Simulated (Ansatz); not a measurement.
BH₅S, SMILES [BH3-][SH2+], the interaction energy of a dimer with the counterpoise correction

Program: Ansatz 0.2.0, Python API.

Notebook, run cell by cell (the value of a cell's last expression is shown):

**Cell 1**
```python
import ansatz
```

**Cell 2**
```python
SETTINGS = {
    "basis_set": "cc-pVDZ",
    "functional": "pbe",
}
```

**Cell 3**
```python
FIRST = [
    ("B", (-0.4609, -0.4138, -0.4563)),
    ("S", (0.5761, 0.8606, 0.3875)),
    ("H", (-1.6686, 0.0191, -0.4646)),
    ("H", (-0.3662, -1.4063, 0.0898)),
    ("H", (-0.149, -0.5056, -1.6142)),
    ("H", (0.1669, 1.0266, 1.6854)),
    ("H", (1.902, 0.4194, 0.3727)),
]
SECOND = [
    ("B", (5.6265, -0.5746, -0.7413)),
    ("S", (4.5162, 0.3457, 0.4128)),
    ("H", (5.699, -1.7843, -0.3201)),
    ("H", (6.6453, -0.0714, -0.774)),
    ("H", (5.1255, -0.6482, -1.8322)),
    ("H", (5.0464, 0.3587, 1.677)),
    ("H", (4.3984, 1.6578, -0.0536)),
]
```

**Cell 4**
```python
def energy(atoms, ghosts=()):
    molecule = ansatz.Crystal.molecule()
    for symbol, xyz in atoms:
        molecule = molecule.atom(symbol, xyz)
    calc = (
        molecule.calculation()
        .basis(gaussian=SETTINGS["basis_set"])
        .functional(SETTINGS["functional"])
    )
    deck = calc.input()
    if ghosts:
        deck = deck.set(ansatz.key.basis.gaussian.ghost_atoms, [{"symbol": s, "position_ang": list(xyz)} for s, xyz in ghosts])
    return ansatz.Session.from_dict(deck).plan().execute().report["free_energy_ev"]
```

**Cell 5**
```python
both = energy(FIRST + SECOND)
alone = energy(FIRST) + energy(SECOND)
ghosted = energy(FIRST, SECOND) + energy(SECOND, FIRST)
print(f"dimer {both:.6f} eV")
print(f"interaction, uncorrected   {(both - alone):8.3f} eV")
print(f"interaction, counterpoise  {(both - ghosted):8.3f} eV")
print(f"basis-set superposition    {(alone - ghosted):8.3f} eV")
```
Output:
```text
dimer -23171.259082 eV
interaction, uncorrected     -0.016 eV
interaction, counterpoise     0.002 eV
basis-set superposition       0.018 eV
```

Uncorrected it is -0.016 eV, with the counterpoise correction 0.002 eV; the difference, 0.02 eV, is the superposition error. The sign changes with the correction, so this basis doesn't settle it.

Caveats:
- Total energies depend on the basis set; only differences at equal settings carry meaning.
- The dimer is a generated trial pose of unrelaxed monomers, not a minimum, so the figure is no binding energy, and the basis set is small.
- This level lacks the dispersion part of the attraction (electrostatics and induction are there), which can decide the sign where the interaction is weak.
- Wall time of the script: 10 s on 1 thread of Arm Neoverse V1, with other jobs on the host, peak memory 0.21 GiB.
